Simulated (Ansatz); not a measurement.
# BiS (Pm-3m) in Ansatz: further runs

Runs on BiS. Level: PBE. Tasks: electric field gradients, density of states.

All numbers are computed with Ansatz 0.2.0; they aren't measurements. Logs are shortened: lines on timing, memory, paths and dates and some standing lists are left out, and cuts for length are marked.

**1. The crystal as given**

Symmetry: Pm-3m, No. 221, cubic system. The conventional cell has a = 4.003 Å, b = 4.003 Å, c = 4.003 Å, α = 90.00°, β = 90.00°, γ = 90.00°. Bi (site symmetry m-3m) has 8 S at 3.47 Å as nearest neighbours. Around S (site symmetry m-3m) lie 8 Bi at 3.47 Å.

The cell was built by a generator and needn't be a form met in nature.

**2. Electric field gradients, PBE**

File input.yaml:

```yaml
crystal:
  lattice:
    - [4.00294434, 0.0, 0.0]
    - [0.0, 4.00294434, 0.0]
    - [0.0, 0.0, 4.00294434]
  atoms:
    - { symbol: Bi, position: [0.5, 0.5, 0.5] }
    - { symbol: S, position: [0.0, 0.0, 0.0] }
kpoints:
  mp_grid: { grid: [7, 7, 7] }
scf:
  occupations: { method: fermi_dirac, width: 0.05 }
hamiltonian:
  xc: pbe
  pseudopotentials: { kind: all_electron, datasets: crystal }
output:
  forces: true
  stress: true
  eigenvalues: true
  efg: {}
  elf: true
  volumetric_format: npy
```

Potentials or basis: all-electron PAW datasets made for the crystal.

The run is started by

```console
$ ansatz run input.yaml --threads 1 --pin off --max-ram 3072MiB --backend cpu --events-out ev --progress --plain --runs-dir out
```

Output:

```text
Warning: RAYON_NUM_THREADS=1 ignored (pool sized by the plan → 1); use --threads N
hamiltonian.pseudopotentials.datasets: crystal makes datasets for this crystal and solves the spheres of its atoms anew in each pass: cutoff 260.0 eV, the density's 1040.0 eV; for an error of 0.50 meV an atom under PBE, 1.0 meV for the cell; an energy difference from a run of another recipe may be off by several times the error for the cell, under r2SCAN by more, where some 0.1 meV an atom stays at smaller errors; S in spheres of 1.376 Å, 6 of its electrons in bands; Bi in spheres of 1.376 Å, 15 of its electrons in bands
Bi: output.efg is read without spin–orbit coupling, which moves field gradients at and beside such atoms by some per cent and up to a factor of two; PAW files take it under magnetization.noncollinear and magnetization.spin_orbit
Engine: ansatz 0.2.0, aarch64-unknown-linux-gnu
Pseudopotentials: kind: all_electron
Pseudopotential: Bi, paw, valence charge 15, recommended cutoff 260 eV (normal), crystal/all_electron/pbe/scalar/gaussian/Bi, Koelling and Harmon's equation, gaussian nucleus
Pseudopotential: S, paw, valence charge 6, recommended cutoff 260 eV (normal), crystal/all_electron/pbe/scalar/gaussian/S, Koelling and Harmon's equation, gaussian nucleus
Functional definition: PBE
  parameter kappa = 0.804
  parameter beta = 0.06672455060314922
  exchange = pbe_x(kappa = kappa, mu = beta*pi^2/3)
  correlation = pbe_c(beta = beta)
Crystal: 2 atoms, lattice volume = 64.141 Å³
Basis set: ecut = 260 eV, 619 PW (Γ), exchange–correlation on 48×48×48 points (8 copies of the dense FFT grid, shifted against one another)
Bands: 15, of which v1, the nominal top of the filled ones, is band 11 counted from 1 (10 counted from 0)
Symmetry: 48 space group operations
Space group: Pm-3m (ITA 221), of the structure as read, at distance tolerance 4.0e-5 Å
k-points: 20 of 343
Non-local potential: Bi, projectors of the file, l = 0: 1, l = 1: 1, l = 2: 2
Non-local potential: S, projectors of the file, l = 0: 1, l = 1: 1, l = 2: 2
PAW form: soft (Blöchl's): semilocal exchange-correlation on the pseudo side does not see the compensation charge
PAW one-centre angular grid: Bi, 590 points (default); XC on its mesh's 1809 points in the sphere
PAW one-centre angular grid: S, 110 points (default); XC on its mesh's 1989 points in the sphere
Initial density: superposition of atomic densities (neutral atoms: chi_scale 0, normalization atom)
Initial wavefunctions: pseudopotential atomic-orbital guess
Functional: x = pbe(κ = 0.804, μ = 0.2195149727645171), c = pbe(β = 0.06672455060314922)
iter 1 solved again at ethr=1.68e-2 eV; its pass at ethr=1.00e-1 eV (dr2=3.53e0 eV) is discarded
SCF iter   1: F=—  HF=-596568.596953 eV  |F-HF|=—  |Δ(HF+E_count)|=         —  Δρ=4.21e-2  dr2=3.56e0  ethr=1.68e-2  ⟨swp⟩=3.1  Hψ=1570  notcnv=0
preconditioner: auto → Kerker (q_TF=auto, 2.265 Å⁻¹)  [metal: Δε(μ)=0.061 eV  Ē_g=9.743 eV  σ=0.050 eV  W_gap=0.29  n_scr=18 (ndim 8)  ℏωp=15.4 eV  f_vac=0.000  D(μ)=1.55/eV (n_scr^D=6)]
SCF iter   2: F=—  HF=-596567.903753 eV  |F-HF|=—  |Δ(HF+E_count)|=   6.93e-1  Δρ=1.77e-2  dr2=6.17e-1  ethr=1.68e-2  ⟨swp⟩=2.3  Hψ=606  notcnv=0
SCF iter   3: F=—  HF=-596567.779262 eV  |F-HF|=—  |Δ(HF+E_count)|=   1.24e-1  Δρ=8.35e-3  dr2=6.61e-2  ethr=2.94e-3  ⟨swp⟩=3.3  Hψ=799  notcnv=0  defer=3
SCF iter   4: F=—  HF=-596567.767185 eV  |F-HF|=—  |Δ(HF+E_count)|=   1.21e-2  Δρ=2.75e-3  dr2=1.52e-2  ethr=3.15e-4  ⟨swp⟩=3.1  Hψ=647  notcnv=0  defer=1
iter 5 solved again at ethr=9.01e-7 eV; its pass at ethr=7.26e-5 eV (dr2=1.89e-4 eV) is discarded
SCF iter   5: F=—  HF=-596567.765159 eV  |F-HF|=—  |Δ(HF+E_count)|=   2.03e-3  Δρ=5.38e-4  dr2=1.82e-4  ethr=9.01e-7  ⟨swp⟩=3.0  Hψ=1321  notcnv=0
SCF iter   6: F=—  HF=-596567.765278 eV  |F-HF|=—  |Δ(HF+E_count)|=   1.19e-4  Δρ=2.59e-4  dr2=6.63e-5  ethr=8.68e-7  ⟨swp⟩=2.7  Hψ=558  notcnv=0
SCF iter   7: F=—  HF=-596567.765318 eV  |F-HF|=—  |Δ(HF+E_count)|=   4.01e-5  Δρ=1.08e-4  dr2=1.61e-5  ethr=3.16e-7  ⟨swp⟩=2.8  Hψ=557  notcnv=0
SCF iter   8: F=—  HF=-596567.765321 eV  |F-HF|=—  |Δ(HF+E_count)|=   2.32e-6  Δρ=2.15e-5  dr2=2.89e-7  ethr=7.69e-8  ⟨swp⟩=3.0  Hψ=587  notcnv=0
SCF iter   9: F=-596567.765321 eV  HF=-596567.765321 eV  |F-HF|=1.28e-9  |Δ(HF+E_count)|=   4.29e-7  Δρ=6.18e-6  dr2=3.90e-8  ethr=1.38e-9  ⟨swp⟩=3.0  Hψ=654  notcnv=0
SCF 1 converged in 9 iterations: F = -596567.765322 eV  dr2 = 3.90e-8
  Residual-converged pass: ⟨swp⟩=3.2  Hψ=651  notcnv=0  max |occ|·‖R‖ = 5.1e-6 eV (tolerance 5.3e-6 eV)  dr2=3.92e-8  dr2_onsite=1.25e-8  max |Δocc| = 9.7e-10
SCF converged after 9 iterations
Free energy (F): -596567.765322 eV
Harris-Foulkes:  -596567.765322 eV  (|F-HF|=1.28e-9)
Internal energy: -596567.754477 eV  (E = F + TS)
E sigma→0 (E₀):  -596567.759899 eV
Entropy (-TS):   -0.010845 eV (-5.422 meV/atom)
Past the cutoff: the bands carry plane waves up to 1.75 times it, of which those up to 1.5 times it add -0.000195 eV an atom, each by itself; the spheres take 0.000332 eV an atom off the energy for waves past 1.75 times it
By the cutoff:   a pressure is off by up to 0.006 GPa (1.2 times the spheres' own share and the shells' term, over an atom's volume, and 0.004 GPa: a bound that held against runs at twice the plane waves)
Past the cutoffs: a stress includes 0.0004 GPa for waves and charges beyond them, in addition to the slope of what the spheres take
In the spheres:  the bands' charges fall short by 5.2e-7 e at most (sound up to 1e-3)
Fermi energy:    8.999185 eV
--- Per-component energies (eV) ---
  E_band       = -109.556482
  E_kinetic    = 234.856185
  E_local      = -1307.005585  (includes V_loc(G=0)·N_el)
  E_nonlocal   = 320.709338
  E_hartree    = 586.875376
  E_xc         = -141.675643
  E_vxc        = -177.093005  (∫ρ·V_xc dr)
  E_paw        = -598552.430003  (= ΣΔE_a)
  E_vpaw       = -4237.270305  (= ΣTr[D̂ρ^β])
  E_ewald      = -1591.578859
  E_smearing   = -0.010845  (= −TS)
  E_closure    = 3882.494715  (closes the sum)
  Σ components = -596567.765322   (vs F -596567.765322, Δ=0.00e0)
  The terms above E_closure are by the made datasets' own strengths, without shells solved beside the bands.
--- Forces (eV/Å), atoms counted from 1 ---
  atom   1  Bi     0.00000000    -0.00000000    -0.00000000
  atom   2  S     -0.00000000    -0.00000000     0.00000000
  max |Σ_I F_I| component: 7.65e-29 eV/Å
--- Stress (GPa, compression-positive) ---
      -10.925979      -0.000000       0.000000
       -0.000000     -10.925979       0.000000
        0.000000       0.000000     -10.925979
  P = ⅓ Tr σ = -10.9260 GPa (-109.260 kbar)
--- PAW observables at the nuclei: V_zz in 10²¹ V/m², potentials from the cell's mean, atoms counted from 1 ---
  atom   1  Bi V_zz =    +0.000000   η = 0.0000   by run symmetry: forbidden
            electrostatic potential = -17825.159787 V   contact ρ = 17894108.912728 e/Å³
  atom   2  S  V_zz =    +0.000000   η = 0.0000   by run symmetry: forbidden
            electrostatic potential = -1633.516729 V   contact ρ = 19794.331618 e/Å³
--- Band table (eV; the first three rows and the last of 20) ---
  k-point 0: bands = ["-14.7460", "-14.7460", "-14.7014", "-14.7014", "-14.7014", "-4.0708", "-1.0217", "6.8207", "6.8207", "6.8207", "11.5122", "11.5122", "11.5122", "13.4952"]
  k-point 1: bands = ["-14.7458", "-14.7401", "-14.7030", "-14.7030", "-14.7013", "-3.9418", "-1.1553", "6.6709", "6.9477", "6.9477", "10.5142", "11.2853", "11.2853", "13.6631"]
  k-point 2: bands = ["-14.7454", "-14.7269", "-14.7065", "-14.7065", "-14.7010", "-3.5774", "-1.5442", "6.5426", "7.2864", "7.2864", "8.9747", "10.7186", "10.7186", "14.1652"]
  k-point 19: bands = ["-14.7176", "-14.7174", "-14.7174", "-14.6998", "-14.6998", "-2.5299", "-1.2391", "5.9070", "6.2322", "6.2322", "7.6276", "7.6276", "8.2294", "18.0741"]
```

Wall time 3.8 s (1 thread of Arm Neoverse V1, shared host); peak memory 0.39 GiB.

Results:

```
Free energy            : -596567.7653 eV
Pressure               : -10.9 GPa
Band gap on the k mesh : none (metal or under the smearing width)
```

Caveat: spin-orbit coupling is left out, which moves the levels of the heavy elements.

**3. Density of states, PBE**

Edit input.yaml of step 2 so:

```diff
@@ -19,4 +19,2 @@
   eigenvalues: true
-  efg: {}
-  elf: true
-  volumetric_format: npy
+  dos: { projected: false, de: 0.2, e_range: [-10, 8] }
```

Potentials or basis: all-electron PAW datasets made for the crystal.

The run is started by

```console
$ ansatz run input.yaml --threads 1 --pin off --max-ram 3072MiB --backend cpu --events-out ev --progress --plain --runs-dir out
```

Output:

```text
Warning: RAYON_NUM_THREADS=1 ignored (pool sized by the plan → 1); use --threads N
hamiltonian.pseudopotentials.datasets: crystal makes datasets for this crystal and solves the spheres of its atoms anew in each pass: cutoff 260.0 eV, the density's 1040.0 eV; for an error of 0.50 meV an atom under PBE, 1.0 meV for the cell; an energy difference from a run of another recipe may be off by several times the error for the cell, under r2SCAN by more, where some 0.1 meV an atom stays at smaller errors; S in spheres of 1.376 Å, 6 of its electrons in bands; Bi in spheres of 1.376 Å, 15 of its electrons in bands
[... 9 set-up lines as earlier in the session ...]
Crystal: 2 atoms, lattice volume = 64.141 Å³
Basis set: ecut = 260 eV, 619 PW (Γ), exchange–correlation on 48×48×48 points (8 copies of the dense FFT grid, shifted against one another)
Bands: 15, of which v1, the nominal top of the filled ones, is band 11 counted from 1 (10 counted from 0)
[... 2 set-up lines as earlier in the session ...]
k-points: 20 of 343
[... 8 set-up lines as earlier in the session ...]
iter 1 solved again at ethr=1.68e-2 eV; its pass at ethr=1.00e-1 eV (dr2=3.53e0 eV) is discarded
SCF iter   1: F=—  HF=-596568.596953 eV  |F-HF|=—  |Δ(HF+E_count)|=         —  Δρ=4.21e-2  dr2=3.56e0  ethr=1.68e-2  ⟨swp⟩=3.1  Hψ=1570  notcnv=0
preconditioner: auto → Kerker (q_TF=auto, 2.265 Å⁻¹)  [metal: Δε(μ)=0.061 eV  Ē_g=9.743 eV  σ=0.050 eV  W_gap=0.29  n_scr=18 (ndim 8)  ℏωp=15.4 eV  f_vac=0.000  D(μ)=1.55/eV (n_scr^D=6)]
SCF iter   2: F=—  HF=-596567.903753 eV  |F-HF|=—  |Δ(HF+E_count)|=   6.93e-1  Δρ=1.77e-2  dr2=6.17e-1  ethr=1.68e-2  ⟨swp⟩=2.3  Hψ=606  notcnv=0
SCF iter   3: F=—  HF=-596567.779262 eV  |F-HF|=—  |Δ(HF+E_count)|=   1.24e-1  Δρ=8.35e-3  dr2=6.61e-2  ethr=2.94e-3  ⟨swp⟩=3.3  Hψ=799  notcnv=0  defer=3
SCF iter   4: F=—  HF=-596567.767185 eV  |F-HF|=—  |Δ(HF+E_count)|=   1.21e-2  Δρ=2.75e-3  dr2=1.52e-2  ethr=3.15e-4  ⟨swp⟩=3.1  Hψ=647  notcnv=0  defer=1
iter 5 solved again at ethr=9.01e-7 eV; its pass at ethr=7.26e-5 eV (dr2=1.89e-4 eV) is discarded
SCF iter   5: F=—  HF=-596567.765159 eV  |F-HF|=—  |Δ(HF+E_count)|=   2.03e-3  Δρ=5.38e-4  dr2=1.82e-4  ethr=9.01e-7  ⟨swp⟩=3.0  Hψ=1321  notcnv=0
SCF iter   6: F=—  HF=-596567.765278 eV  |F-HF|=—  |Δ(HF+E_count)|=   1.19e-4  Δρ=2.59e-4  dr2=6.63e-5  ethr=8.68e-7  ⟨swp⟩=2.7  Hψ=558  notcnv=0
SCF iter   7: F=—  HF=-596567.765318 eV  |F-HF|=—  |Δ(HF+E_count)|=   4.01e-5  Δρ=1.08e-4  dr2=1.61e-5  ethr=3.16e-7  ⟨swp⟩=2.8  Hψ=557  notcnv=0
SCF iter   8: F=—  HF=-596567.765321 eV  |F-HF|=—  |Δ(HF+E_count)|=   2.32e-6  Δρ=2.15e-5  dr2=2.89e-7  ethr=7.69e-8  ⟨swp⟩=3.0  Hψ=587  notcnv=0
SCF iter   9: F=-596567.765321 eV  HF=-596567.765321 eV  |F-HF|=1.28e-9  |Δ(HF+E_count)|=   4.29e-7  Δρ=6.18e-6  dr2=3.90e-8  ethr=1.38e-9  ⟨swp⟩=3.0  Hψ=654  notcnv=0
SCF 1 converged in 9 iterations: F = -596567.765322 eV  dr2 = 3.90e-8
  Residual-converged pass: ⟨swp⟩=3.2  Hψ=651  notcnv=0  max |occ|·‖R‖ = 5.1e-6 eV (tolerance 5.3e-6 eV)  dr2=3.92e-8  dr2_onsite=1.25e-8  max |Δocc| = 9.7e-10
SCF converged after 9 iterations
Free energy (F): -596567.765322 eV
Harris-Foulkes:  -596567.765322 eV  (|F-HF|=1.28e-9)
Internal energy: -596567.754477 eV  (E = F + TS)
E sigma→0 (E₀):  -596567.759899 eV
Entropy (-TS):   -0.010845 eV (-5.422 meV/atom)
Past the cutoff: the bands carry plane waves up to 1.75 times it, of which those up to 1.5 times it add -0.000195 eV an atom, each by itself; the spheres take 0.000332 eV an atom off the energy for waves past 1.75 times it
By the cutoff:   a pressure is off by up to 0.006 GPa (1.2 times the spheres' own share and the shells' term, over an atom's volume, and 0.004 GPa: a bound that held against runs at twice the plane waves)
Past the cutoffs: a stress includes 0.0004 GPa for waves and charges beyond them, in addition to the slope of what the spheres take
In the spheres:  the bands' charges fall short by 5.2e-7 e at most (sound up to 1e-3)
Fermi energy:    8.999185 eV
--- Per-component energies (eV) ---
  E_band       = -109.556482
  E_kinetic    = 234.856185
  E_local      = -1307.005585  (includes V_loc(G=0)·N_el)
  E_nonlocal   = 320.709338
  E_hartree    = 586.875376
  E_xc         = -141.675643
  E_vxc        = -177.093005  (∫ρ·V_xc dr)
  E_paw        = -598552.430003  (= ΣΔE_a)
  E_vpaw       = -4237.270305  (= ΣTr[D̂ρ^β])
  E_ewald      = -1591.578859
  E_smearing   = -0.010845  (= −TS)
  E_closure    = 3882.494715  (closes the sum)
  Σ components = -596567.765322   (vs F -596567.765322, Δ=0.00e0)
  The terms above E_closure are by the made datasets' own strengths, without shells solved beside the bands.
--- Forces (eV/Å), atoms counted from 1 ---
  atom   1  Bi     0.00000000    -0.00000000    -0.00000000
  atom   2  S     -0.00000000    -0.00000000     0.00000000
  max |Σ_I F_I| component: 7.65e-29 eV/Å
--- Stress (GPa, compression-positive) ---
      -10.925979      -0.000000       0.000000
       -0.000000     -10.925979       0.000000
        0.000000       0.000000     -10.925979
  P = ⅓ Tr σ = -10.9260 GPa (-109.260 kbar)
--- Band table (eV; the first three rows and the last of 20) ---
  k-point 0: bands = ["-14.7460", "-14.7460", "-14.7014", "-14.7014", "-14.7014", "-4.0708", "-1.0217", "6.8207", "6.8207", "6.8207", "11.5122", "11.5122", "11.5122", "13.4952"]
  k-point 1: bands = ["-14.7458", "-14.7401", "-14.7030", "-14.7030", "-14.7013", "-3.9418", "-1.1553", "6.6709", "6.9477", "6.9477", "10.5142", "11.2853", "11.2853", "13.6631"]
  k-point 2: bands = ["-14.7454", "-14.7269", "-14.7065", "-14.7065", "-14.7010", "-3.5774", "-1.5442", "6.5426", "7.2864", "7.2864", "8.9747", "10.7186", "10.7186", "14.1652"]
  k-point 19: bands = ["-14.7176", "-14.7174", "-14.7174", "-14.6998", "-14.6998", "-2.5299", "-1.2391", "5.9070", "6.2322", "6.2322", "7.6276", "7.6276", "8.2294", "18.0741"]
```

dos.tsv:

```text
# E-E_F[eV]	g_bin_mean(E)[states/eV]	N(E)
# format = ansatz-dos/2
# fermi_ev = 8.999185
# fermi_mp_grid = 7 7 7
# fermi_mp_shift = 0 0 0
# levels_not_solved_further = solved_sites
# tetrahedron_fermi_ev = 8.977641
# levels_read_in_place: this table is built on the levels of the run's own state as they stand, and no solve holds the run's band table (levels_not_solved_further names the reason, in the words of bands.not_solved_further in the JSON report). Each level is converged only as far as the self-consistency loop (at a density that was read, or that a workflow's scf step handed on, the one solve at it), or a further solve at its close, took it, and the bands are not shown to hold every level, so a level may be missing and a value may be a higher level than its place says. The run's notice product_built_on_unsolved_table says the same. The notice band_table_not_solved_further in this run's record says why the table was not solved and what to do about it.
# g_bin_mean(E): the states in a bin one row spacing wide, centred on E, divided by that spacing. States that the method places at a single energy (under output.dos.method: tetrahedron, those of a tetrahedron whose four corners have one energy) are counted whole in the row whose bin holds that energy (on the edge of two bins, in the lower row). The sum of g_bin_mean over a run of rows, times the row spacing, is the number of states from half a spacing under the first of them to half a spacing over the last (a plain sum, not the trapezoid rule).
-10.000000	9.917918e-3	1.400000e1
-9.800000	0.000000e0	1.400000e1
-9.600000	0.000000e0	1.400000e1
-9.400000	0.000000e0	1.400000e1
-9.200000	0.000000e0	1.400000e1
-9.000000	0.000000e0	1.400000e1
[... 83 lines left out ...]
7.800000	1.758721e0	2.921618e1
8.000000	1.140433e0	2.950828e1
```

Wall time 3.7 s (1 thread of Arm Neoverse V1, shared host); peak memory 0.38 GiB.

What came out:

| Quantity | Value |
| --- | --- |
| Free energy | -596567.7653 eV |
| Pressure | -10.9 GPa |
| Band gap on the k mesh | none (metal or under the smearing width) |

Levels at points of the mesh, in eV from the Fermi level:
```
           k point  band 7  band 8  band 9  band 10  band 11  band 12  band 13  band 14
(0.00, 0.00, 0.00)  -10.02   -2.18   -2.18    -2.18     2.51     2.51     2.51     4.50
```

States per cell in windows of 1 eV (zero at the Fermi level; states under -8 eV left out):
```csv
from (eV),total
-8.0,0.00
-7.0,0.00
-6.0,0.00
-5.0,0.11
-4.0,2.20
-3.0,1.81
-2.0,1.97
-1.0,0.97
0.0,2.06
1.0,2.71
2.0,0.17
3.0,0.00
4.0,0.03
5.0,0.32
6.0,1.41
7.0,1.73
```

Caveat: the program warned that the printed levels may be off, so bands, gaps and densities of states are rough; spin-orbit coupling is left out, which moves the levels of the heavy elements; the density of states is complete only up to the lowest level of the last band computed.

**4. For comparison**

An earlier run on the cell as given: functional PBE; potentials or basis all-electron LAPW, scalar-relativistic; cutoff 125 eV (chosen from the basis error); basis error allowed 0.001 eV/atom; k mesh 7 × 7 × 7; occupations fermi-dirac, width 0.05 eV; no spin polarisation.

* Pressure: -10.9 GPa
* Band gap on the k mesh: none (metal or under the smearing width)
* Loewdin charges: Bi +0.53; S -0.47 e

**5. Summary**

```csv
task,potentials or basis,cutoff (eV),basis error allowed,gap on the mesh (eV),pressure (GPa)
electric field gradients,all-electron PAW datasets made for the crystal,260,-,none,-10.9
density of states,all-electron PAW datasets made for the crystal,260,-,none,-10.9
single point,"all-electron LAPW, scalar-relativistic",125,0.001 eV/atom,none,-10.9
```

Alike in all rows: level PBE; no spin polarisation; cell as given; k mesh 7 × 7 × 7; smearing fermi-dirac 0.05 eV.

Caveats: spin-orbit coupling is left out, which moves the levels of the heavy elements; the program warned that the printed levels may be off, so bands, gaps and densities of states are rough (some runs); the density of states is complete only up to the lowest level of the last band computed (some runs).

Compare energies only between runs with the same functional and basis.
